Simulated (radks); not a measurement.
**Ta⁴⁺ in [Xe] 4f14 6d1: an all-electron calculation**

Wanted: eigenvalues, radial structure and energy terms of the tantalum ion Ta4+.

Program: radks (a radial shooting solver on a logarithmic mesh, Libxc functionals) version 1. Level of theory: Dirac Kohn-Sham, PBEsol, spin-unpolarised, spherical densities, point nucleus; open shells fill j = l - 1/2 first. These are calculated values, not measurements, unless marked.

**1. Starting point**

```
element       : tantalum (Z = 73)
charge        : +4
electrons     : 69
configuration : [Xe] 4f14 6d1
```

**2. The run**

Settings of this run:

```text
Z 73
configuration [Xe] 4f14 6d1
relativity Dirac
functional pbe_sol,pbe_sol
spin unpolarised
j_filling energy
nucleus point
c 137.035999084
```

Started as:

```sh
python run_ks.py task.json out
```

This one command runs every case of the session in turn.

Q: Predict the outcome of this run.

**Answer**, as computed:

```
                        quantity                   value
                    total energy     -15617.3438 hartree
exchange-correlation share of it                  1.99 %
                            −T/E                  1.1228
          highest occupied level       6d3/2, -21.423 eV
    most extended occupied level  6d3/2, <r> = 3.82 bohr
 radius at density 0.001 e/bohr³               4.59 bohr
    maxima of the radial density                       5
```

**Reading.** The radial density shows 5 maxima for 6 occupied principal shells; where shells overlap, one shows as a shoulder or not at all. −T/E is 1.123: with relativity the kinetic term as defined here no longer equals −E. This is not the tabulated ground configuration, so its levels and sizes aren't those of the ground state, and no measured value stands beside it.
